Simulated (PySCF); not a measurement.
# (BeSe)3 ring (Be3Se3): geometry, NMR shifts, electronic excitations, spin-spin couplings and core binding energies

Wanted: the NMR shifts, electronic excitations, spin-spin couplings and core binding energies of (BeSe)3 ring (Be3Se3), by calculation.

Programs: PySCF 2.14.0, with density-fitted response routines of our own. Each step states its level of theory. These are calculated values for one molecule in the gas phase, unless marked as measured. Atoms count from 0, in the outputs and in this text.

### Step 1. The molecule as given

6 atoms, charge 0, multiplicity 1; geometry from: GFN2-xTB.

Bonds of the start (Å): Be0–Se1 2.01, Be0–Se5 2.01, Se1–Be2 2.01, Be2–Se3 2.01, Se3–Be4 2.01, Be4–Se5 2.01.

### Step 2. Relaxing the molecule at PBE0-D3(BJ)/def2-SVP

Job settings and geometry (Å):

```
{"job": {"xc": "PBE0", "basis": "def2-SVP", "d3": "d3bj", "grid": 1, "maxiter": 40, "kind": "geom"}, "charge": 0, "multiplicity": 1}
Be     1.280640     0.500470     0.858500
Se     0.747550    -1.234750     1.732000
Be    -0.732510    -1.397450     0.376000
Se    -1.773180    -0.701440    -1.200850
Be    -0.547970     0.895940    -1.235330
Se     1.025470     1.937240    -0.530320
```

**Question.** This job is followed by: GIAO PBE0/pcSseg-1 NMR shielding, non-relativistic, gas phase; TDDFT B3LYP/def2-SVPD, vertical, gas phase, core orbitals frozen in the response; B3LYP/pcJ-1 Se:pcSseg-1 indirect spin-spin coupling, non-relativistic, gas phase; GIAO KT2/pcSseg-1 NMR shielding, non-relativistic, gas phase; delta-SCF UKS SCAN, pcX-2 on the ionised atom (unc-x2c-TZVPall on a metal), pcseg-1 elsewhere, spin-free X2C. Predict these results of the whole session: point group; rotational constants (main isotopes); ⁷⁷Se shifts against Me2Se (PBE0/pcSseg-1, means over atoms taken as alike); shieldings of Be (PBE0/pcSseg-1, a mean where the table joins atoms); lowest singlet (B3LYP/def2-SVPD); brightest single state of those computed; lowest triplet; Be1s binding energies, SCAN/pcX-2; range of the shielding of Se1; property runs in this session.

**Answer**, as computed:

| quantity | value |
| --- | --- |
| point group | D3h |
| rotational constants (main isotopes) | 0.75, 0.75, 0.37 GHz |
| ⁷⁷Se shifts against Me2Se (PBE0/pcSseg-1, means over atoms taken as alike) | -247 ppm |
| shieldings of Be (PBE0/pcSseg-1, a mean where the table joins atoms) | Be0 80.1 ppm |
| lowest singlet (B3LYP/def2-SVPD) | 3.13 eV (396 nm), f = 0.000 |
| brightest single state of those computed | state 5, 4.83 eV, f = 0.006 |
| lowest triplet | 3.04 eV |
| Be1s binding energies, SCAN/pcX-2 | Be0 121.03 eV |
| range of the shielding of Se1 | 1979 to 2017 ppm |
| property runs in this session | 5, of which 1 failed and 0 gave unsound results |

Relaxing lowered the energy by 0.364 eV in 6 steps; the close pair that moved most is Se3–Be4, from 2.013 to 2.034 Å. At PBE0/pcSseg-1: The widest tensor belongs to Se1, Se3, Se5: span 742 ppm, with a paramagnetic part of -991 ppm. The lowest singlet, at 3.13 eV, is HOMO→LUMO 0.99 and is dark; of the 10 states computed, the strongest absorption comes from states 5 to 6 together at 4.83 eV. The lowest triplet lies 0.09 eV below the lowest singlet (triplets in Tamm-Dancoff, singlets in full TDDFT). In ppm, Se1 (with its like atoms) moves most: its shielding spreads over 37 ppm, from 1979 (KT2/pcSseg-1) to 2017 (PBE0/pcSseg-1). Spin-orbit coupling is left out, which matters for shieldings and couplings at and beside the heavy atoms.
